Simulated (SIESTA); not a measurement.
BaSrFeBiO6:

```
Bi Ba Sr Fe O
1.0
     0.00000    4.15516    4.15516
     4.15516    0.00000    4.15516
     4.15516    4.15516    0.00000
Bi Ba Sr Fe O
1 1 1 1 6
Direct
  0.00000 0.00000 0.00000
  0.25000 0.25000 0.25000
  0.75000 0.75000 0.75000
  0.50000 0.50000 0.50000
  0.74395 0.74395 0.25605
  0.25605 0.25605 0.74395
  0.74395 0.25605 0.74395
  0.25605 0.74395 0.25605
  0.25605 0.74395 0.74395
  0.74395 0.25605 0.25605
```

The cell comes from a database or a generator and needn't be the stable form of this composition.

Base run:

* Program: SIESTA 5.4.2
* Functional: PBE
* Potentials or basis: PseudoDojo 0.4 standard (PBE files)
* Basis: DZP (energy shift 0.003 Ry; two zetas on semicore shells; d shell added on Ba, Sr)
* Grid cutoff: 800 Ry
* Energy shift: 0.003 Ry
* k mesh: 6 × 6 × 6
* Occupations: fermi-dirac, width 0.05 eV
* Spin: collinear spin, ferromagnetic start
* Starting moments: [0.0, 0.0, 0.0, 3.0, 0.0, 0.0, 0.0, 0.0, 0.0, 0.0] μB

Its results: band gap on the k mesh none (metal or under the smearing width); pressure 1.8 GPa; net moment 4.51 μB per cell; site moments Bi +0.07; Ba -0.02; Sr -0.02; Fe +3.77; O +0.12 μB; largest force 1.062 eV/Å.

Q: The run is repeated on the same cell with these changes: functional from PBE to PBEsol; potentials or basis from PseudoDojo 0.4 standard (PBE files) to PseudoDojo 0.4 standard (PBEsol files). What comes out?

A: Band gap on the k mesh none (metal or under the smearing width); pressure -3.3 GPa; net moment 4.43 μB per cell; site moments Bi +0.07; Ba -0.01; Sr -0.02; Fe +3.70; O +0.12 μB; largest force 1.198 eV/Å.

Caveats: this set's barium file shifts pressures by up to 1 GPa against other sets; short orbitals over semicore shells can move pressures by several GPa; spin-orbit coupling is left out, which moves the levels of the heavy elements; the basis of atomic orbitals isn't converged, which shifts pressures, moduli and gaps; a cell with one magnetic atom can't hold antiferromagnetic order, which such compounds often take; semilocal functionals often make such compounds metallic where correlation or magnetic order opens a gap, which also shifts bond lengths; forces of over 1 eV/Å show positions far from the minimum, so gaps and moduli don't describe the material at rest.
